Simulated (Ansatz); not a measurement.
**C₂H₆InN: one species, many methods**

How much do the methods differ for C₂H₆InN? The plan is to run it at one geometry with functionals of several rungs and with coupled cluster. The yardstick is the atomisation energy at the CCSD(T) limit.

Method: functionals in def2-TZVPP, the program's frozen cores in correlated methods; program: Ansatz 0.2.0, Gaussian basis.

Levels to be run: LDA (SPW92), PBE-D4, revPBE-D4, BLYP-D4, r2SCAN-D4, B97M-V, PBE0-D4, B3LYP-D4, r2SCANh-D4, r2SCAN0-D4, HSE06-D4, BHLYP-D4, CAM-B3LYP-D4, LC-ωPBE, ωB97X-V, ωB97M-V, B2PLYP, PBE-QIDH; CCSD(T)/def2-SVP; CCSD(T)/def2-TZVPP; MP2/def2-QZVPP; extrapolation to the limit; RPA on PBE.

## (1) The geometry

The geometry comes from an earlier relaxation with PBE0-D4 in a triple-zeta def2 set; it is a stationary point, not always the lowest conformer. In takes the def2 core potential; no spin-orbit term is included.

SMILES `C=C[NH][InH2]`, 10 atoms, charge 0, spin multiplicity 1.

Atoms are counted from 1 here; the program's logs count them from 0.

Bond lengths: C1–C2 1.336 Å, C1–H5 1.085 Å, C1–H6 1.081 Å, C2–N3 1.379 Å, C2–H7 1.090 Å, N3–In4 2.039 Å, N3–H8 1.007 Å, In4–H9 1.704 Å, In4–H10 1.712 Å. Angles: C2–C1–H5 122.5°, C2–C1–H6 119.9°, H5–C1–H6 117.6°, C1–C2–N3 127.5°, C1–C2–H7 118.1°, N3–C2–H7 114.4°, C2–N3–In4 130.6°, C2–N3–H8 112.7°, In4–N3–H8 116.7°, N3–In4–H9 118.4°, N3–In4–H10 110.4°, H9–In4–H10 131.2°.

Coordinates:

```mol
C2H6InN
  3D, bonds by distance, orders not assigned

 10  9  0  0  0  0  0  0  0  0999 V2000
    0.6887    1.2781    0.8907 C   0  0
    0.9592   -0.0116    0.6726 C   0  0
    0.2520   -0.8966   -0.1133 N   0  0
   -1.4376   -0.6283   -1.2219 In  0  0
   -0.1629    1.7785    0.4423 H   0  0
    1.3301    1.8624    1.5349 H   0  0
    1.8339   -0.4419    1.1592 H   0  0
    0.6580   -1.8181   -0.1220 H   0  0
   -2.1633    0.9137   -1.2353 H   0  0
   -1.8751   -2.0873   -2.0044 H   0  0
  1  2  8  0
  2  3  8  0
  3  4  8  0
  1  5  8  0
  1  6  8  0
  2  7  8  0
  3  8  8  0
  4  9  8  0
  4 10  8  0
M  END
```

## (2) LDA

This LDA is Slater exchange with PW92 correlation.

Input file in.yaml:

```yaml
crystal:
  periodic: [false, false, false]
  atoms:
    - {symbol: C, position_ang: [0.688689, 1.278112, 0.890749]}
    - {symbol: C, position_ang: [0.959225, -0.011577, 0.672635]}
    - {symbol: N, position_ang: [0.252002, -0.896636, -0.113293]}
    - {symbol: In, position_ang: [-1.437623, -0.628316, -1.221947]}
    - {symbol: H, position_ang: [-0.162924, 1.778466, 0.442322]}
    - {symbol: H, position_ang: [1.330098, 1.862369, 1.534883]}
    - {symbol: H, position_ang: [1.833947, -0.441915, 1.159218]}
    - {symbol: H, position_ang: [0.658007, -1.818077, -0.121981]}
    - {symbol: H, position_ang: [-2.163254, 0.913740, -1.235270]}
    - {symbol: H, position_ang: [-1.875069, -2.087267, -2.004416]}
basis:
  gaussian: {orbitals: def2-TZVPP}
hamiltonian: {xc: lda}
output: {orbitals: {seedname: orbitals}}
```

Further steps of the session: PBE-D4 (GGA); revPBE-D4 (GGA); BLYP-D4 (GGA); r2SCAN-D4 (meta-GGA); B97M-V (meta-GGA); PBE0-D4 (hybrid); B3LYP-D4 (hybrid); r2SCANh-D4 (hybrid); r2SCAN0-D4 (hybrid); HSE06-D4 (hybrid); BHLYP-D4 (hybrid); CAM-B3LYP-D4 (range-separated); LC-ωPBE (range-separated); ωB97X-V (range-separated); ωB97M-V (range-separated); B2PLYP (double hybrid); PBE-QIDH (double hybrid); CCSD(T) in def2-SVP; CCSD(T) in def2-TZVPP; MP2 in def2-QZVPP; RPA on PBE orbitals.

Q: Predict the results of all the runs planned. Wanted: atomisation energy, CCSD(T)/CBS; farthest beyond LDA; mean size of error, GGA; mean size of error, meta-GGA; mean size of error, hybrid; mean size of error, range-separated; mean size of error, double hybrid; gap, smallest and largest; T1 diagnostic.

As calculated:

| quantity | value |
| --- | --- |
| atomisation energy, CCSD(T)/CBS | 3376.4 kJ/mol |
| functionals within 33.8 kJ/mol (1.0 %) | revPBE-D4, BLYP-D4, r2SCAN-D4, B97M-V, PBE0-D4, B3LYP-D4, r2SCANh-D4, HSE06-D4, CAM-B3LYP-D4, LC-ωPBE, ωB97X-V, ωB97M-V, PBE-QIDH |
| farthest beyond LDA | BHLYP-D4 (-102.7 kJ/mol) |
| mean size of error, GGA | 29.8 kJ/mol |
| mean size of error, meta-GGA | 8.7 kJ/mol |
| mean size of error, hybrid | 32.6 kJ/mol |
| mean size of error, range-separated | 11.4 kJ/mol |
| mean size of error, double hybrid | 38.5 kJ/mol |
| gap, smallest and largest | 2.34 eV (BLYP-D4), 8.54 eV (LC-ωPBE) |
| T1 diagnostic | 0.0159 |
| triples share of the correlation energy | 3.8 % |

**Reading.** LDA overbinds by 510.6 kJ/mol (15 %). PBE-D4 is off by +69.9 kJ/mol. Double hybrids carry the basis error of their MP2 part in triple zeta, and no dispersion term here, so their miss is partly the set-up's. The rungs meta-GGA, range-separated, GGA, hybrid miss on average by less than the doubt on the reference (33.8 kJ/mol), so they tie. Misses under about 33.8 kJ/mol are within the doubt on the reference itself, which lacks core-valence correlation, spin-orbit coupling and higher excitations, and its outer-core shells are covered unevenly. All levels share the lack of spin-orbit coupling, which lowers the free heavy atoms and so the true binding. Hartree-Fock recovers 70 % of the binding; the rest is correlation. CCSD(T) in def2-SVP is off by -194.3 kJ/mol, more than most functionals: a good method in a small basis is no reference. The gap grows from 2.3 to 8.5 eV across the functionals, mostly with the share of exact exchange. Correlated methods include outer-core shells of In, which these sets cover unevenly.
